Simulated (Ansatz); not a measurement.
Working through a single point of Ca3Y (distorted cell)

With Ansatz 0.2.0 through its Python package.

Contents of `POSCAR`:
```text
Ca3Y
1.0
   0.11243000    4.21431000    4.27905000
   4.23571000    0.01302000    4.37845000
   4.19053000    4.26853000    0.05820000
Ca Y
3 1
Direct
   0.24990000    0.25242000    0.24507000
   0.74752000    0.75004000    0.75960000
   0.49834000    0.49765000    0.50627000
   0.99812000    0.99748000    0.00111000
```

Notebook, run cell by cell (the value of a cell's last expression is shown):

```python
from pathlib import Path

import ansatz as az
from ase.io import read
from ase.io.cube import read_cube_data
from ase.units import Bohr
```

```python
config = {
    "mesh": (4, 3, 3),
    "smearing": "methfessel_paxton",
}
```

```python
atoms = read("POSCAR", format="vasp")
ca3y = az.Crystal.from_ase(atoms)
```

```python
ca3y.resolved().sites[-1]
```

    Site(symbol='Y', position=(0.9981199999999999, 0.9974800000000001, 0.0011100000000000571), moment=None, axis=None, held=None, saved=None)

```python
# the calculation
setup = (
    ca3y.calculation()
    .functional(az.Functional.PBESOL)
    .pseudopotentials("paw")
    .kpoints(mesh=config["mesh"], center="gamma")
    .occupations(config["smearing"], width=50 * az.meV)
    .forces()
    .density()
    .output_files(volumetric_format="cube")
)
res = setup.run(threads=1, pin="off")
r = res.report
```

    DeckWarning: basis.ecutwfc = 420 eV, auto-derived from the records' recommended cutoffs: set by Ca (normal level)

```python
r["n_iterations"], r["closed_by"]
```

    (6, 'deck_thresholds')

```python
r["kpoints_frac"][:4]
```

    [[0.0, 0.0, 0.0], [0.0, 0.0, 0.3333333333333333], [0.0, 0.3333333333333333, 0.0],
     [0.0, 0.3333333333333333, 0.3333333333333333]]

```python
r["converged"], r["free_energy_ev"]
```

    (True, -9175.692929276704)

```python
for key in ("converged", "n_iterations", "n_electrons", "n_kpoints", "n_pw", "n_symmetry_ops", "free_energy_ev", "fermi_energy_ev"):
    print(f"{key:18s} {r[key]}")
```

    converged          True
    n_iterations       6
    n_electrons        41.0
    n_kpoints          19
    n_pw               2941
    n_symmetry_ops     1
    free_energy_ev     -9175.692929276704
    fermi_energy_ev    6.207255979615867

```python
# forces in eV per angstrom
print("forces (eV/A)")
for site, force in zip(res.lattice.sites, r["forces_ev_ang"]):
    print(f"  {site.symbol:2s} {force[0]:9.4f} {force[1]:9.4f} {force[2]:9.4f}")
```

    forces (eV/A)
      Ca    0.0242    0.0615   -0.0794
      Ca   -0.0668   -0.0456   -0.0109
      Ca   -0.0093   -0.0347    0.0422
      Y     0.0518    0.0187    0.0481

```python
# cube files hold the density in electrons per cubic bohr
folder = Path(res.write_results("cubes"))
print("\n".join((folder / "rho.cube").read_text().splitlines()[: 6 + 4]))
values, cube_atoms = read_cube_data(str(folder / "rho.cube"))
print("electrons from the file:", round(values.mean() * cube_atoms.get_volume() / Bohr ** 3, 3))
```

    ansatz rho
    values in e/bohr^3 (x slowest, z fastest)
        4    0.000000    0.000000    0.000000
       45    0.004721    0.176975    0.179694
       45    0.177874    0.000547    0.183868
       40    0.197974    0.201659    0.002750
       20   20.000000    4.014246    3.973208    4.136244
       20   20.000000   12.177626   12.098824   12.334047
       20   20.000000    8.098363    8.064722    8.202965
       39   39.000000    8.205013    7.982415   16.324373
    electrons from the file: 41.0

What to keep in mind:
- Absolute energies stand on the zero of these potentials, so only differences at equal settings mean something. A total without «per atom» is that of the cell as typed.
- No spin polarisation was allowed.
- For a metal this k-point mesh is coarse: on a finer one energies can move by several to tens of meV an atom and pressures by half a GPa or more, differences at one mesh by less.
- The zero of the levels is a convention of the potentials, so an absolute Fermi energy is no work function.
- The fields are valence quantities on the plane-wave grid; their values near the nuclei depend on the potentials.
- The cell is a database structure, distorted on purpose.
- Warnings are shown shortened and without file and line.
- Run time: 4.6 s on 1 thread of Arm Neoverse V2, with other jobs on the host, peak memory 0.48 GiB.

(Lines on the test bed's own set-up are left out of the output.)
